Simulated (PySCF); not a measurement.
# SbI: bond curves at several levels of theory

An exercise on one series of results from a longer session: the logs are not shown, and one member is left open.

Method: Sb def2-TZVPP with ECP28, I def2-TZVPP with ECP28, scalar-relativistic core potentials; program: PySCF 2.14.0.

The first run:

The job is set up so:

```json
{"atoms": "Sb, I", "charge": "0", "basis": "Sb def2-TZVPP with ECP28, I def2-TZVPP with ECP28", "Hamiltonian": "scalar-relativistic core potentials", "basis functions": "100", "electrons treated": "48", "masses in u": "120.9038, 126.9045", "levels": "PBE0, PBE, r²SCAN, B2PLYP, BP86, revPBE, B97-3, CAM-B3LYP, HF, MP2, SCS-MP2, CCSD, CCSD(T)", "grid": "80 radial by 434 angular points", "occupations": "held fixed by the projection of orbital angular momentum", "dissociation limit": "Sb + I, each in its ground configuration", "starting distance in angstrom": "2.675", "values of 2S to try": "0, 2, 4"}
```

The run is started by

```
$ OMP_NUM_THREADS=2 python dia.py task.json out
```

Steps of the session up to this table: Input; PBE0 along the bond; Other states along the same grid; PBE (GGA); r²SCAN; B2PLYP (double hybrid); BP86 (GGA); revPBE (GGA); B97-3 (global hybrid GGA); CAM-B3LYP; UHF (mean field); Adding correlation.

One of the session's tables, all rows but one given; the rest of the session is left out.

It belongs to the step «The curves together». Energy (eV) from each level's lowest point:

```
R (Å)    UHF  UHF-MP2  UHF-SCS-MP2  UHF-CCSD  UHF-CCSD(T)
2.317  1.330    1.069        1.147       n/a          n/a
2.425  0.612    0.446        0.499     0.509        0.518
2.532      ?        ?            ?         ?            ?
2.613  0.060    0.020        0.034     0.036        0.039
2.694  0.000    0.000        0.000     0.000        0.000
2.775  0.008    0.042        0.030     0.028        0.025
2.883  0.095    0.166        0.140     0.136        0.128
3.017  0.277    0.403        0.369     0.342        0.329
3.179  0.509    0.812        0.783     0.647        0.636
3.394  0.731    1.308        1.274       n/a          n/a
```

**Question.** Estimate the row for R (Å) = 2.532.

Worked estimate for «UHF». A straight line through the neighbours (2.425, 0.612) and (2.613, 0.060) gives 0.612 + (0.060 − 0.612) × (2.532 − 2.425) / (2.613 − 2.425) = 0.298; a parabola fitted to 4 rows on both sides gives 0.199.

**Answer.** UHF: 0.212; UHF-MP2: 0.124; UHF-SCS-MP2: 0.153; UHF-CCSD: 0.158; UHF-CCSD(T): 0.163. In «UHF» the line misses by +0.086 and the parabola by -0.013.
